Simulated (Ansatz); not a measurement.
# CH5BClN: one species, many methods

The task here is to estimate one member of a computed series from the others.

Method: functionals in def2-TZVPP, the program's frozen cores in correlated methods; program: Ansatz 0.2.0, Gaussian basis.

Levels to be run: LDA (SPW92), PBE-D4, revPBE-D4, BLYP-D4, r2SCAN-D4, B97M-V, PBE0-D4, B3LYP-D4, r2SCANh-D4, r2SCAN0-D4, HSE06-D4, BHLYP-D4, CAM-B3LYP-D4, LC-ωPBE, ωB97X-V, ωB97M-V, B2PLYP, PBE-QIDH; CCSD(T)/def2-SVP; CCSD(T)/def2-TZVPP; MP2/def2-QZVPP; extrapolation to the limit; RPA on PBE.

### The geometry

All runs share one geometry, relaxed beforehand with PBE0-D4 in a triple-zeta def2 set.

SMILES `CNBCl`, 9 atoms, charge 0, spin multiplicity 1.

Atoms are counted from 1 here; the program's logs count them from 0.

Bond lengths: C1–N2 1.444 Å, C1–H5 1.094 Å, C1–H6 1.094 Å, C1–H7 1.090 Å, N2–B3 1.381 Å, N2–H8 1.009 Å, B3–Cl4 1.771 Å, B3–H9 1.192 Å. Angles: N2–C1–H5 111.4°, N2–C1–H6 111.4°, N2–C1–H7 109.2°, H5–C1–H6 108.3°, H5–C1–H7 108.2°, H6–C1–H7 108.2°, C1–N2–B3 125.9°, C1–N2–H8 115.0°, B3–N2–H8 119.0°, N2–B3–Cl4 119.6°, N2–B3–H9 121.5°, Cl4–B3–H9 118.9°.

The first run:

Contents of in.yaml:

```yaml
crystal:
  periodic: [false, false, false]
  atoms:
    - {symbol: C, position_ang: [0.510081, 0.482075, -0.973421]}
    - {symbol: N, position_ang: [-0.407912, -0.225955, -0.111724]}
    - {symbol: B, position_ang: [-0.261059, -0.415157, 1.248164]}
    - {symbol: Cl, position_ang: [-1.495338, -1.314500, 2.144847]}
    - {symbol: H, position_ang: [0.906974, -0.170390, -1.756523]}
    - {symbol: H, position_ang: [0.027925, 1.338926, -1.452796]}
    - {symbol: H, position_ang: [1.346688, 0.849912, -0.380021]}
    - {symbol: H, position_ang: [-1.220457, -0.605514, -0.573885]}
    - {symbol: H, position_ang: [0.681597, 0.014203, 1.838159]}
basis:
  gaussian: {orbitals: def2-TZVPP}
hamiltonian: {xc: lda}
output: {orbitals: {seedname: orbitals}}
```

Steps of the session up to this table: LDA; PBE-D4 (GGA); revPBE-D4 (GGA); BLYP-D4 (GGA); r2SCAN-D4 (meta-GGA); B97M-V (meta-GGA); PBE0-D4 (hybrid); B3LYP-D4 (hybrid); r2SCANh-D4 (hybrid); r2SCAN0-D4 (hybrid); HSE06-D4 (hybrid); BHLYP-D4 (hybrid); CAM-B3LYP-D4 (range-separated); LC-ωPBE-D4 (range-separated; the results give it without D4); ωB97X-V (range-separated); ωB97M-V (range-separated); B2PLYP (double hybrid); PBE-QIDH (double hybrid).

One of the session's tables, all rows but one given; the rest of the session is left out.

It belongs to the step «Orbital energies across the functionals». 

```
  functional  HOMO (eV)  gap (eV)
 LDA (SPW92)      -6.64      5.68
      PBE-D4      -6.50      5.78
   revPBE-D4      -6.44      5.82
     BLYP-D4      -6.36      5.79
   r2SCAN-D4          ?         ?
      B97M-V      -6.86      6.46
     PBE0-D4      -7.81      8.05
    B3LYP-D4      -7.57      7.59
  r2SCANh-D4      -7.25      7.20
  r2SCAN0-D4      -7.99      8.43
    HSE06-D4      -7.41      7.27
    BHLYP-D4      -9.03     10.26
CAM-B3LYP-D4      -9.18     10.50
     LC-ωPBE     -10.57     13.05
     ωB97X-V     -10.20     12.58
     ωB97M-V     -10.08     12.21
```

Estimate the missing values for r2SCAN-D4.

Worked estimate for «HOMO (eV)». Against the share of exact exchange, r2SCANh-D4 (0.1, -7.25), r2SCAN0-D4 (0.25, -7.99) give a slope of -4.93 per unit share; at 0 the line stands at -6.76.

The run gave: HOMO (eV): -6.76; gap (eV): 6.37. In «HOMO (eV)» the line misses by 0.00.
